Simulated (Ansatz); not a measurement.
# C6H3F4: the cost of one run

Computed with Ansatz 0.2.0 (the levels named in each step, unless a step's input says otherwise).

**1. The structure to begin with**

Bond lengths: F1–C2 1.313 Å, C2–C3 1.425 Å, C3–F4 1.296 Å, C3–C5 1.410 Å, C5–F6 1.313 Å, C5–C7 1.387 Å, C7–F8 1.302 Å, C7–C9 1.463 Å, C2–C10 1.365 Å, C9–C10 1.459 Å, C9–H11 1.119 Å, C9–H12 1.097 Å, C10–H13 1.083 Å. Angles (14 of 21 angles, heavy atoms first): F1–C2–C3 118.0°, F1–C2–C10 121.1°, C3–C2–C10 120.9°, C2–C3–F4 119.8°, C2–C3–C5 120.5°, F4–C3–C5 119.7°, C3–C5–F6 119.6°, C3–C5–C7 119.4°, F6–C5–C7 121.1°, C5–C7–F8 120.4°, C5–C7–C9 122.0°, F8–C7–C9 117.6°, C7–C9–C10 116.0°, C2–C10–C9 121.3°.

As a file:

```xyz
13

F     1.9832   -1.9030    0.3770
C     0.8679   -1.2399    0.1765
C     0.9332    0.1828    0.1414
F     2.0715    0.7802    0.3027
C    -0.2329    0.9472   -0.0672
F    -0.1521    2.2578   -0.0944
C    -1.4484    0.3013   -0.2388
F    -2.5386    0.9868   -0.4294
C    -1.5612   -1.1571   -0.2165
C    -0.3202   -1.8914    0.0073
H    -2.0483   -1.5071   -1.1610
H    -2.3272   -1.4638    0.5064
H    -0.3410   -2.9738    0.0391
```

**2. A rough first relaxation, PBE-D4/def2-SVP**

Input file input.yaml:

```yaml
crystal:
  periodic: [false, false, false]
  atoms:
    - { symbol: F, position_ang: [1.98321, -1.90305, 0.37696] }
    - { symbol: C, position_ang: [0.86789, -1.23991, 0.17651] }
    - { symbol: C, position_ang: [0.93321, 0.18281, 0.14136] }
    - { symbol: F, position_ang: [2.07151, 0.78016, 0.30273] }
    - { symbol: C, position_ang: [-0.23288, 0.94718, -0.06717] }
    - { symbol: F, position_ang: [-0.15209, 2.25777, -0.09441] }
    - { symbol: C, position_ang: [-1.44835, 0.30125, -0.23883] }
    - { symbol: F, position_ang: [-2.53857, 0.98678, -0.42936] }
    - { symbol: C, position_ang: [-1.56117, -1.15714, -0.21647] }
    - { symbol: C, position_ang: [-0.32017, -1.89138, 0.00729] }
    - { symbol: H, position_ang: [-2.04827, -1.50713, -1.16103] }
    - { symbol: H, position_ang: [-2.32716, -1.46382, 0.50636] }
    - { symbol: H, position_ang: [-0.341, -2.97384, 0.03912] }
total_charge: 1
basis:
  gaussian: { orbitals: def2-SVP }
hamiltonian:
  xc: pbe
  dispersion: d4
relax:
  f_tol: 0.03
  max_steps: 200
```

On the command line:

```sh
$ ansatz run input.yaml --threads 4 --pin off --max-ram 10240MiB --backend cpu --events-out ev --progress --plain --runs-dir out
```

Q: Estimate wall time and peak memory on 4 threads of Intel Xeon at 2.50GHz (Skylake/Cascade Lake), shared host.

About 24 s, with a peak of 0.23 GiB.
